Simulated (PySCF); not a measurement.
**CoOOH: triplet, from a linear start**

Aim: relax CoOOH as a triplet from a linear start, check by its vibrations whether the end is a minimum, and collect its spectrum and constants.

The runs use PySCF 2.14.0; PBE0, basis Co def2-TZVP, O def2-TZVP, H def2-TZVP, no relativity, density fitting.

## (1) Where the work starts

4 atoms, charge 0, spin multiplicity 3.

Bond lengths: Co1–O2 1.600 Å, Co1–O3 1.740 Å, O3–H4 0.960 Å. Angles: O2–Co1–O3 180.0°, Co1–O3–H4 130.0°.

```xyz
4
charge 0 multiplicity 3
Co   -0.0081    0.0000    0.0502
O    -0.0081    0.0000    1.6502
O    -0.0081    0.0000   -1.6898
H     0.7273    0.0000   -2.3069
```

## (2) Relaxing the triplet from the linear start

The steps below are one call of a driver around PySCF. For each, scf.py gives the equivalent set-up of the SCF; relaxations use the driver's own optimiser. Before each start the driver seeks the lowest SCF state from one or more starting densities and follows internal instabilities, so scf.py alone need not reach the same state.

The program finds Cs symmetry in the start, which this walk keeps. The walk stops when the largest gradient is under 0.0003 Eh/bohr and the energy has settled too.

File scf.py:

```python
from pyscf import gto, scf, dft
mol = gto.M(atom='''
Co    -0.008062     0.000000     0.050199
O     -0.008062     0.000000     1.650199
O     -0.008062     0.000000    -1.689801
H      0.727338     0.000000    -2.306901''',
    basis={'Co': 'def2-TZVP', 'O': 'def2-TZVP', 'H': 'def2-TZVP'},
    charge=0, spin=2)
mf = dft.UKS(mol, xc='PBE0')
mf.grids.atom_grid = (50, 194)
aux = {'Co': 'def2-universal-JKFIT', 'O': 'def2-universal-JKFIT', 'H': 'def2-universal-JKFIT'}
mf = mf.density_fit(auxbasis=aux)
mf.kernel()
```

Steps of the walk:

```csv
step,energy (Eh),change (kJ/mol),largest symmetric gradient (Eh/bohr)
0,-1533.446706,0.00,0.05748
1,-1533.452345,-14.80,0.02403
2,-1533.453785,-18.59,0.00523
3,-1533.453913,-18.92,0.00214
4,-1533.453954,-19.03,0.00149
5,-1533.453987,-19.11,0.00166
6,-1533.453996,-19.14,0.00073
7,-1533.453997,-19.14,0.00008
```

The walk needed 19 s of wall time on 8 threads, shared host.

Geometry (Å) and forces (eV/Å) at some steps:

```
step 0
Co  -0.008   0.000   0.050  -0.151   0.000  -2.472
O   -0.008   0.000   1.650   0.067   0.000   2.956
O   -0.008   0.000  -1.690   0.281   0.000  -0.589
H    0.727   0.000  -2.307  -0.197   0.000   0.106
step 1
Co  -0.016   0.000   0.037   0.054   0.000  -1.123
O   -0.007   0.000   1.709  -0.016   0.000   1.236
O   -0.003   0.000  -1.716  -0.136   0.000  -0.070
H    0.730   0.000  -2.326   0.098   0.000  -0.043
step 4
Co   0.001   0.000   0.018   0.077   0.000   0.063
O   -0.018   0.000   1.762  -0.029   0.000  -0.070
O   -0.014   0.000  -1.740  -0.064   0.000  -0.020
H    0.734   0.000  -2.337   0.016   0.000   0.026
step 7
Co   0.017   0.000   0.017  -0.001   0.000   0.004
O   -0.025   0.000   1.759   0.001   0.000  -0.002
O   -0.021   0.000  -1.741   0.000   0.000  -0.001
H    0.732   0.000  -2.331   0.000   0.000  -0.001
```

It settles in Cs symmetry, 19.1 kJ/mol below the start, after 7 steps: Co–O 1.742 Å, Co–O 1.759 Å, O–H 0.957 Å; Co–O–H 126.8°, O–Co–O 177.3°.

## (3) Hessian and properties

The point is checked on the finer grid, and tightened if its gradient asks for it. The Hessian and the dipole derivatives come from central differences of analytic gradients, with steps of 0.01 bohr.

scf.py, as its differences from that of step 2:

```diff
@@ -3,4 +3,4 @@
-Co    -0.008062     0.000000     0.050199
-O     -0.008062     0.000000     1.650199
-O     -0.008062     0.000000    -1.689801
-H      0.727338     0.000000    -2.306901''',
+Co     0.006665     0.000000     0.028849
+O     -0.036385     0.000000     1.769875
+O     -0.032529     0.000000    -1.729720
+H      0.721064     0.000000    -2.319610''',
@@ -10 +10 @@
-mf.grids.atom_grid = (50, 194)
+mf.grids.atom_grid = (75, 302)
```

The driver hands on the density of the step before, so the log starts near convergence.

SCF at the final geometry:

```text
init E= -1533.45387523678
[... the frontier-level lines of each cycle are left out ...]
cycle= 1 E= -1533.45387523692  delta_E= -1.44e-10  |g|= 2.08e-05  |ddm|= 2.4e-05
cycle= 2 E= -1533.45387523631  delta_E= 6.16e-10  |g|= 6.12e-05  |ddm|= 3.57e-05
cycle= 3 E= -1533.45387523726  delta_E= -9.55e-10  |g|= 5.79e-06  |ddm|= 2.24e-05
cycle= 4 E= -1533.45387523734  delta_E= -7.62e-11  |g|= 5.17e-06  |ddm|= 9.59e-06
Extra cycle  E= -1533.45387523749  delta_E= -1.53e-10  |g|= 5.31e-06  |ddm|= 1.81e-05
converged SCF energy = -1533.45387523749  <S^2> = 2.9488781  2S+1 = 3.5770815
```

The whole step took 73 s.

Geometry: Cs; Co–O 1.742 Å, Co–O 1.759 Å, O–H 0.957 Å; Co–O–H 126.8°, O–Co–O 177.3°.

Modes, for the most abundant isotopes:

| symmetry | ω (cm⁻¹) | IR (km/mol) |
| --- | --- | --- |
| a'' | 88 | 23.5 |
| a' | 163 | 24.9 |
| a' | 553 | 50.8 |
| a' | 608 | 143 |
| a' | 739 | 119 |
| a' | 3927 | 93.5 |

All wavenumbers are real: a minimum.

Constants and moments:

- Dipole moment: 2.04 D
- Highest occupied level: -7.85 eV
- Lowest empty level: -3.68 eV
- Rotational constants: 31.62, 0.1629, 0.1621 cm⁻¹
- Zero-point energy: 36.4 kJ/mol
- Principal polarisabilities: 20.1, 21.1, 47.7 bohr³
- Atomisation energy without zero-point energy: 1125 kJ/mol
- Principal traceless quadrupole moments about the centre of mass: -10.54, 2.42, 8.12 D Å
- Entropy at 298.15 K and 1 bar (electronic part: spin only): 290.1 J/(mol K)
- Heat capacity Cp at 298.15 K: 61.5 J/(mol K)
- Enthalpy at 298.15 K above 0 K: 14.70 kJ/mol
- Rotational symmetry number: 1
- Spin squared ⟨S²⟩: 2.949

Populations by atom (charges in e):

```
atom  Mulliken  Löwdin  polar tensor  spin (Mulliken)  Mayer order to Co1
 Co1      0.82    0.50          1.18             2.71                   –
  O2     -0.43   -0.27         -0.53            -0.82                1.12
  O3     -0.71   -0.38         -0.93             0.12                0.97
  H4      0.32    0.15          0.28             0.00                0.02
```

Outer orbital energies (eV). α occupied: -12.51, -11.65, -10.77, -10.42, -9.09, -8.96, -8.67, -7.85; empty: -3.68, -0.44, 2.01, 2.33. β occupied: -13.83, -11.47, -10.61, -9.97, -9.38, -8.75, -8.62, -8.17; empty: -3.53, -2.61, -2.21, 0.58.

Mulliken populations on Co1: s 6.49, p 12.30, d 7.39, f 0.00.

## (4) What came out

| quantity | value |
| --- | --- |
| minimum | broken-symmetry (Ms = 1), Cs |
| geometry | Co–O 1.742 Å, Co–O 1.759 Å, O–H 0.957 Å; Co–O–H 126.8°, O–Co–O 177.3° |
| wavenumbers (cm⁻¹) | 88 (a''), 163 (a'), 553 (a'), 608 (a'), 739 (a'), 3927 (a') |
| dipole moment | 2.04 D |
| highest occupied, lowest empty level (either spin) | -7.85, -3.68 eV |
| polar-tensor charge of Co1 | +1.18 e |
| zero-point energy | 36.4 kJ/mol |
| entropy at 298.15 K | 290.1 J/(mol K) |
| atomisation energy (no zero-point energy) | 1125 kJ/mol |
| ⟨S²⟩ | 2.949 |

The molecule stays Cs, as typed, and the end point is a minimum. The determinant is spin-contaminated (⟨S²⟩ = 2.95 against 2.00), so it is no pure spin state. The strongest infrared band lies at 608 cm⁻¹ (a'). Other starts or spin states, not run here, may lie lower. The soft modes, below some 90 cm⁻¹, carry numerical noise of tens of cm⁻¹, and the entropy with them. Open d and f shells are described by one determinant, and the ground state may have another occupation or spin.

The search up to here took 2.2 min.
